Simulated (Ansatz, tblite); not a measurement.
# Si10H18 bond disc (Si₈Sn₂H₁₈): rung by rung

How do method and basis change the picture of Si10H18 bond disc (Si₈Sn₂H₁₈) (singlet)?

Method: as each input shows; program: Ansatz 0.2.0, Gaussian basis.

Levels to be run: GFN1-xTB, GFN2-xTB, PBE-D4/def2-TZVP, r2SCAN-D4/def2-TZVP, PBE-D4/def2-SVP, PBE0-D4/def2-SVP, MP2/def2-SVP.

6 further runs of the same task are left out: 3 that didn't finish, 3 set aside as unsound or not needed. Runs told in other sessions of the task aren't counted.

**1. The geometry**

The geometry is that of the singlet, from an earlier relaxation (PBE0-D4/def2-SVP).

28 atoms, charge 0, spin multiplicity 1.

Bond lengths: Sn1–Si6 2.575 Å, Sn1–Sn8 2.781 Å, Sn1–H11 1.718 Å, Sn1–H12 1.718 Å, Si2–Si7 2.345 Å, Si2–Sn8 2.572 Å, Si2–H13 1.498 Å, Si2–H14 1.497 Å, Si3–Si6 2.345 Å, Si3–Si10 2.346 Å, Si3–H15 1.498 Å, Si3–H16 1.498 Å, Si4–Si9 2.346 Å, Si4–Si10 2.347 Å, Si4–H17 1.498 Å, Si4–H18 1.498 Å, Si5–Si6 2.346 Å, Si5–Si7 2.349 Å and more. Angles: Si6–Sn1–Sn8 109.3°, Si6–Sn1–H11 110.3°, Si6–Sn1–H12 107.9°, Sn8–Sn1–H11 112.0°, Sn8–Sn1–H12 109.4°, H11–Sn1–H12 107.8°, Si7–Si2–Sn8 108.8°, Si7–Si2–H13 111.0°, Si7–Si2–H14 108.7°, Sn8–Si2–H13 111.0°, Sn8–Si2–H14 109.0°, H13–Si2–H14 108.3°, Si6–Si3–Si10 110.1°, Si6–Si3–H15 110.1°, Si6–Si3–H16 107.8°, Si10–Si3–H15 111.4°, Si10–Si3–H16 109.0°, H15–Si3–H16 108.3° and more.

Sn takes a core potential in the def2 sets. No spin-orbit coupling is included.

PBE0-D4/def2-TZVP was run before; its log isn't repeated, and its numbers join the tables.

**2. GFN1-xTB**

Tight binding, by tblite at 300 K electronic temperature and without a spin-polarisation term:

```python
tblite.interface.Calculator('GFN1-xTB', numbers, positions, charge=0, uhf=0).singlepoint()
```

Energy -801.5031 eV, HOMO -10.82 eV, LUMO -8.06 eV; 0.034 s.

**3. GFN2-xTB**

Tight binding, by tblite at 300 K electronic temperature and without a spin-polarisation term:

```python
tblite.interface.Calculator('GFN2-xTB', numbers, positions, charge=0, uhf=0).singlepoint()
```

Energy -737.7337 eV, HOMO -9.33 eV, LUMO -6.80 eV; 0.036 s.

**4. PBE-D4/def2-TZVP**

start.molden holds the orbitals of an earlier run on this state, given as this run's starting guess.

Input file in.yaml:

```yaml
crystal:
  periodic: [false, false, false]
  atoms:
    - {symbol: Sn, position_ang: [-2.184411, 0.541861, 2.238725]}
    - {symbol: Si, position_ang: [-1.918591, 3.524624, -0.872909]}
    - {symbol: Si, position_ang: [0.791628, -2.169618, 1.978888]}
    - {symbol: Si, position_ang: [3.510359, -1.933313, -0.650768]}
    - {symbol: Si, position_ang: [0.625170, 0.614664, -0.664052]}
    - {symbol: Si, position_ang: [-0.636494, -0.821474, 0.696654]}
    - {symbol: Si, position_ang: [-0.780629, 1.861803, -2.073247]}
    - {symbol: Sn, position_ang: [-3.594467, 2.396342, 0.719545]}
    - {symbol: Si, position_ang: [2.081165, -0.652013, -2.000019]}
    - {symbol: Si, position_ang: [2.185744, -3.432204, 0.575969]}
    - {symbol: H, position_ang: [-3.231212, -0.505308, 3.109263]}
    - {symbol: H, position_ang: [-1.200029, 1.367748, 3.378732]}
    - {symbol: H, position_ang: [-2.613158, 4.475425, -1.798618]}
    - {symbol: H, position_ang: [-0.924334, 4.298567, -0.063820]}
    - {symbol: H, position_ang: [-0.010470, -3.050253, 2.887151]}
    - {symbol: H, position_ang: [1.637761, -1.267853, 2.824390]}
    - {symbol: H, position_ang: [4.526797, -2.658571, -1.477592]}
    - {symbol: H, position_ang: [4.228900, -1.026361, 0.300063]}
    - {symbol: H, position_ang: [1.420020, 1.537245, 0.211021]}
    - {symbol: H, position_ang: [-1.467047, -1.687490, -0.203196]}
    - {symbol: H, position_ang: [-1.771260, 0.920047, -2.686472]}
    - {symbol: H, position_ang: [0.030782, 2.467531, -3.177860]}
    - {symbol: H, position_ang: [-4.788642, 1.579420, -0.205232]}
    - {symbol: H, position_ang: [-4.388784, 3.550911, 1.712545]}
    - {symbol: H, position_ang: [1.247973, -1.573228, -2.837816]}
    - {symbol: H, position_ang: [2.854252, 0.247355, -2.915133]}
    - {symbol: H, position_ang: [1.337437, -4.222710, -0.372023]}
    - {symbol: H, position_ang: [3.031551, -4.383146, 1.365801]}
basis:
  gaussian: {orbitals: def2-TZVP, initial_orbitals: start.molden}
hamiltonian: {xc: pbe, dispersion: d4}
scf: {omitted_lower_state_checks: [starts]}
output: {orbitals: {seedname: orbitals}}
```

Run with:

```bash
$ ansatz run in.yaml --threads 4 --pin off --events-out ev --progress --plain --max-ram 6963MiB
```

The program printed:

```text
Functional definition: PBE
  name "PBE"
  cite "Perdew, Burke & Ernzerhof, Phys. Rev. Lett. 77, 3865 (1996) doi:10.1103/PhysRevLett.77.3865"
  parent pbe
  parameter kappa = 0.804
  parameter beta = 0.06672455060314922
  exchange = pbe_x(kappa = kappa, mu = beta*pi^2/3)
  correlation = pbe_c(beta = beta)
these checks for a lower state are left out or cut short: starts
3584 factors; their error is unknown
mean field evaluation 1: about -74946.9906 eV, gradient 1.8e1 eV
mean field evaluation 2: about -74947.3121 eV, gradient 4.1e-1 eV
mean field evaluation 4: about -74947.2544 eV, gradient 1.4e-3 eV
mean field -74947.25440374 eV, -2754.2607982640 hartree, gradient 1.6e-5 eV, S^2 0.000000; 0 other end points of the search recorded, 0 dependent functions left out
reference -74947.25450211 eV, -2754.2608018790 hartree; 87, 87 occupied and 417, 417 virtual orbitals, 3584 factors
Total energy: -74948.55149986 eV, -2754.3084656669 hartree
Checks for a lower state left out: starts
```

It took 17 s on 4 threads of Arm Neoverse V2, shared host; peak memory 1.9 GiB.

HOMO -6.10 eV, LUMO -2.00 eV.

**5. r2SCAN-D4/def2-TZVP**

Edit in.yaml of step 4 so:

```diff
@@ -33,4 +33,4 @@
   gaussian: {orbitals: def2-TZVP, initial_orbitals: start.molden}
-hamiltonian: {xc: pbe, dispersion: d4}
+hamiltonian: {xc: r2scan, dispersion: d4}
 scf: {omitted_lower_state_checks: [starts]}
-output: {orbitals: {seedname: orbitals}}
+output: {forces: true, orbitals: {seedname: orbitals}}
```

Launched as before.

The program printed (excerpt; [...] marks lines left out):

```text
Functional definition: r2SCAN
  name "r2SCAN"
  cite "Furness, Kaplan, Ning, Perdew & Sun, J. Phys. Chem. Lett. 11, 8208 (2020) doi:10.1021/acs.jpclett.0c02405"
  cite "Furness, Kaplan, Ning, Perdew & Sun, J. Phys. Chem. Lett. 11, 9248 (2020) doi:10.1021/acs.jpclett.0c03077"
  parent r2scan
[...]
3584 factors; their error is unknown
[...]
mean field -74979.38705715 eV, -2755.4416514965 hartree, gradient 1.4e-5 eV, S^2 0.000000; 0 other end points of the search recorded, 0 dependent functions left out
[...]
reference -74979.38708789 eV, -2755.4416526259 hartree; 87, 87 occupied and 417, 417 virtual orbitals, 3584 factors
Total energy: -74979.73531432 eV, -2755.4544497113 hartree
Atom 0 at    -2.184411     0.541861     2.238725 Å, force    -0.017845    -0.026186     0.012536 eV/Å
Atom 1 at    -1.918591     3.524624    -0.872909 Å, force     0.020228     0.073490    -0.048200 eV/Å
[...]
Atom 19 at    -1.467047    -1.687490    -0.203196 Å, force     0.056718     0.073286     0.078674 eV/Å
Atom 20 at    -1.771260     0.920047    -2.686472 Å, force     0.094563     0.088351     0.042157 eV/Å
Atom 21 at     0.030782     2.467531    -3.177860 Å, force    -0.075880    -0.055557     0.079319 eV/Å
Atom 22 at    -4.788642     1.579420    -0.205232 Å, force     0.045205     0.045574     0.053232 eV/Å
Atom 23 at    -4.388784     3.550911     1.712545 Å, force     0.012803    -0.060371    -0.053652 eV/Å
Atom 24 at     1.247973    -1.573228    -2.837816 Å, force     0.078659     0.092952     0.063369 eV/Å
Atom 25 at     2.854252     0.247355    -2.915133 Å, force    -0.071778    -0.081061     0.061027 eV/Å
Atom 26 at     1.337437    -4.222710    -0.372023 Å, force     0.084477     0.057663     0.095074 eV/Å
Atom 27 at     3.031551    -4.383146     1.365801 Å, force    -0.077311     0.064595    -0.074740 eV/Å
Dipole moment:     0.035560     0.002466    -0.035106 e Å
Checks for a lower state left out: starts
```

It took 37 s on 4 threads of Arm Neoverse V2, shared host; peak memory 2 GiB.

From the report: HOMO -6.30 eV, LUMO -1.83 eV.

**6. PBE-D4/def2-SVP**

Edit in.yaml of step 5 so:

```diff
@@ -32,5 +32,5 @@
 basis:
-  gaussian: {orbitals: def2-TZVP, initial_orbitals: start.molden}
-hamiltonian: {xc: r2scan, dispersion: d4}
+  gaussian: {orbitals: def2-SVP, initial_orbitals: start.molden}
+hamiltonian: {xc: pbe, dispersion: d4}
 scf: {omitted_lower_state_checks: [starts]}
-output: {forces: true, orbitals: {seedname: orbitals}}
+output: {orbitals: {seedname: orbitals}}
```

Launched as before.

The program printed:

```text
Functional definition: PBE
  name "PBE"
  cite "Perdew, Burke & Ernzerhof, Phys. Rev. Lett. 77, 3865 (1996) doi:10.1103/PhysRevLett.77.3865"
  parent pbe
  parameter kappa = 0.804
  parameter beta = 0.06672455060314922
  exchange = pbe_x(kappa = kappa, mu = beta*pi^2/3)
  correlation = pbe_c(beta = beta)
these checks for a lower state are left out or cut short: starts
3194 factors; their error is unknown
mean field evaluation 1: about -74924.5653 eV, gradient 3.0e1 eV
mean field evaluation 2: about -74925.0793 eV, gradient 8.5e-1 eV
mean field evaluation 4: about -74924.8217 eV, gradient 2.1e-1 eV
mean field -74924.82180397 eV, -2753.4364154278 hartree, gradient 8.9e-5 eV, S^2 0.000000; 0 other end points of the search recorded, 0 dependent functions left out
reference -74924.82187753 eV, -2753.4364181308 hartree; 87, 87 occupied and 199, 199 virtual orbitals, 3194 factors
Total energy: -74926.11887527 eV, -2753.4840819187 hartree
Checks for a lower state left out: starts
```

It took 7.5 s on 4 threads of Arm Neoverse V2, shared host.

Report: HOMO -6.10 eV, LUMO -1.86 eV.

**7. PBE0-D4/def2-SVP**

Edit in.yaml of step 6 so:

```diff
@@ -33,3 +33,3 @@
   gaussian: {orbitals: def2-SVP, initial_orbitals: start.molden}
-hamiltonian: {xc: pbe, dispersion: d4}
+hamiltonian: {xc: pbe0, dispersion: d4}
 scf: {omitted_lower_state_checks: [starts]}
```

Launched as before.

The program printed:

```text
Functional definition: PBE0
  name "PBE0"
  cite "Adamo & Barone, J. Chem. Phys. 110, 6158 (1999) doi:10.1063/1.478522"
  cite "Perdew, Burke & Ernzerhof, Phys. Rev. Lett. 77, 3865 (1996) doi:10.1103/PhysRevLett.77.3865"
  parent pbe
  parameter a = 0.25
  parameter kappa = 0.804
  parameter beta = 0.06672455060314922
  exchange = (1 - a)*pbe_x(kappa = kappa, mu = beta*pi^2/3) + a*exact_x
  correlation = pbe_c(beta = beta)
these checks for a lower state are left out or cut short: starts
2958 factors; integrals over basis functions are off by at most 6.5e-4 eV
mean field evaluation 1: about -74932.0769 eV, gradient 2.8e1 eV
mean field evaluation 2: about -74932.3215 eV, gradient 4.3e-1 eV
mean field evaluation 4: about -74932.3989 eV, gradient 1.8e-3 eV
mean field -74932.39885428 eV, -2753.7148668906 hartree, gradient 9.5e-6 eV, S^2 0.000000; 0 other end points of the search recorded, 0 dependent functions left out
reference -74932.39890949 eV, -2753.7148689197 hartree; 87, 87 occupied and 199, 199 virtual orbitals, 2958 factors
Total energy: -74933.55932831 eV, -2753.7575135247 hartree
Checks for a lower state left out: starts
```

Wall time 15 s (4 threads of Arm Neoverse V2, shared host); peak memory 1.4 GiB.

Report: HOMO -7.03 eV, LUMO -1.17 eV.

**8. MP2/def2-SVP**

Edit in.yaml of step 7 so:

```diff
@@ -33,3 +33,3 @@
   gaussian: {orbitals: def2-SVP, initial_orbitals: start.molden}
-hamiltonian: {xc: pbe0, dispersion: d4}
+correlation: {method: mp2}
 scf: {omitted_lower_state_checks: [starts]}
```

Same command.

The program printed:

```text
Functional definition: HF
  name "HF"
  cite "Fock, Z. Phys. 61, 126 (1930) doi:10.1007/BF01340294"
  parent pbe
  exchange = exact_x
  correlation = 0
these checks for a lower state are left out or cut short: starts
2958 factors; integrals over basis functions are off by at most 6.5e-4 eV
mean field evaluation 1: about -74772.9710 eV, gradient 3.9e1 eV
mean field evaluation 2: about -74774.8957 eV, gradient 2.0e0 eV
mean field evaluation 4: about -74774.9406 eV, gradient 1.6e-1 eV
mean field evaluation 8: about -74774.9406 eV, gradient 4.5e-6 eV
mean field -74774.94064560 eV, -2747.9283844508 hartree, gradient 4.5e-6 eV, S^2 0.000000; 0 other end points of the search recorded, 0 dependent functions left out
48 core orbitals not correlated: weight in the atoms' cores, before any rotation towards them, 1.000 or more for the frozen orbitals, at most 0.000 for the correlated occupied ones
reference -74774.94064560 eV, -2747.9283844508 hartree; 39, 39 occupied and 199, 199 virtual orbitals, 2958 factors
second order -27.64876455 eV of doubles, -0.00000000 eV of singles
Total energy: -74802.58941016 eV, -2748.9444578072 hartree
Checks for a lower state left out: starts
```

Wall time 17 s (4 threads of Arm Neoverse V2, shared host); peak memory 1.4 GiB.

Report: Hartree-Fock HOMO -9.01 eV, LUMO 1.89 eV.

**9. Comparison**

| level | functions | HOMO (eV) | LUMO (eV) | gap (eV) | time |
| --- | --- | --- | --- | --- | --- |
| PBE-D4/def2-SVP | 286 | -6.10 | -1.86 | 4.24 | 7.5 s |
| PBE-D4/def2-TZVP | 504 | -6.10 | -2.00 | 4.09 | 17 s |
| r2SCAN-D4/def2-TZVP | 504 | -6.30 | -1.83 | 4.48 | 37 s |
| PBE0-D4/def2-SVP | 286 | -7.03 | -1.17 | 5.86 | 15 s |
| PBE0-D4/def2-TZVP | 504 | -6.98 | -1.28 | 5.71 | 45 s |

Energy pieces by basis (eV):

| basis | HF | MP2 correlation | total |
| --- | --- | --- | --- |
| def2-SVP | -74774.9406 | -27.6488 | -74802.5894 (MP2) |

**10. Binding energy**

Free atoms were run apart at each level; binding is atoms less cluster, divided by the number of atoms, without zero-point or spin-orbit terms.

| level | binding an atom (eV) |
| --- | --- |
| HF/def2-SVP | 2.181 |
| PBE-D4/def2-SVP | 2.942 |
| PBE-D4/def2-TZVP | 2.948 |
| r2SCAN-D4/def2-TZVP | 2.979 |
| PBE0-D4/def2-SVP | 2.943 |
| PBE0-D4/def2-TZVP | 2.954 |
| MP2/def2-SVP | 2.721 |

**11. Summary of results**

| quantity | value |
| --- | --- |
| gap in def2-TZVP, named functionals, smallest and largest | 4.09 eV (PBE-D4), 5.71 eV (PBE0-D4) |
| correlation energy, MP2/def2-SVP | -27.65 eV |
| binding an atom, functionals in def2-TZVP | 2.95 (PBE-D4) to 2.98 eV (r2SCAN-D4) |
| PBE0 total energy, smallest basis above largest | 22.14 eV (def2-SVP, def2-TZVP) |

**Reading.** Orbital gaps of the named functionals in def2-TZVP span 4.09 eV (PBE-D4) to 5.71 eV (PBE0-D4); exact exchange widens it.

The slowest run with a step of its own, r2SCAN-D4/def2-TZVP, took 37 s; the quickest functional in def2-TZVP took 17 s (shared host).
